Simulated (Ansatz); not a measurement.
# Na3W: the cost of one run

Program: Ansatz 0.2.0. Level of theory: DFT PBE, scalar-relativistic, plane waves, PAW. These are calculated values, not measurements.

### 1 The starting structure

It takes space group Pm-3m (No. 221, cubic). Conventional cell: a = 4.243 Å, b = 4.243 Å, c = 4.243 Å, α = 90.00°, β = 90.00°, γ = 90.00°. Around Na (site symmetry 4/mmm) lie 8 Na at 3.00 Å and 4 W at 3.00 Å. Around W (site symmetry m-3m) lie 12 Na at 3.00 Å.

Coordinates:

```
Na W
1.0
     4.24298    0.00000    0.00000
     0.00000    4.24298    0.00000
     0.00000    0.00000    4.24298
Na W
3 1
Direct
  0.00000 0.50000 0.50000
  0.50000 0.00000 0.50000
  0.50000 0.50000 0.00000
  0.00000 0.00000 0.00000
```

This is candidate A: Cu3Au (L1_2) type (Pm-3m, No. 221).

(A quick probe on a coarse mesh, which set the mesh and smearing, is not shown.)

### 3 Rough relaxation on the coarse mesh (candidate A)

File input.yaml:

```yaml
crystal:
  lattice:
    - [4.2429777861, 0.0, 0.0]
    - [0.0, 4.2429777861, 0.0]
    - [0.0, 0.0, 4.2429777861]
  atoms:
    - { symbol: Na, position: [0.0, 0.5, 0.5] }
    - { symbol: Na, position: [0.5, 0.0, 0.5] }
    - { symbol: Na, position: [0.5, 0.5, 0.0] }
    - { symbol: W, position: [0.0, 0.0, 0.0] }
basis:
  ecutwfc: 420
kpoints:
  mp_grid: { grid: [4, 4, 4] }
hamiltonian:
  xc: pbe
scf:
  occupations: { method: gaussian, width: 0.1 }
  lower_state_search: "off"
output:
  forces: true
  stress: true
  eigenvalues: true
relax:
  adjacent_minimum: "off"
  f_tol: 0.04
  max_steps: 70
  cell: { stress_tol: 0.4 }
```

Command:

```console
ansatz run input.yaml --threads 1 --pin off --max-ram 2560MiB --backend cpu --events-out ev --progress --plain --runs-dir out
```

What time and memory should one allow on 1 thread of Arm Neoverse V1, shared host?

About 7.7 s, with a peak of 0.33 GiB.
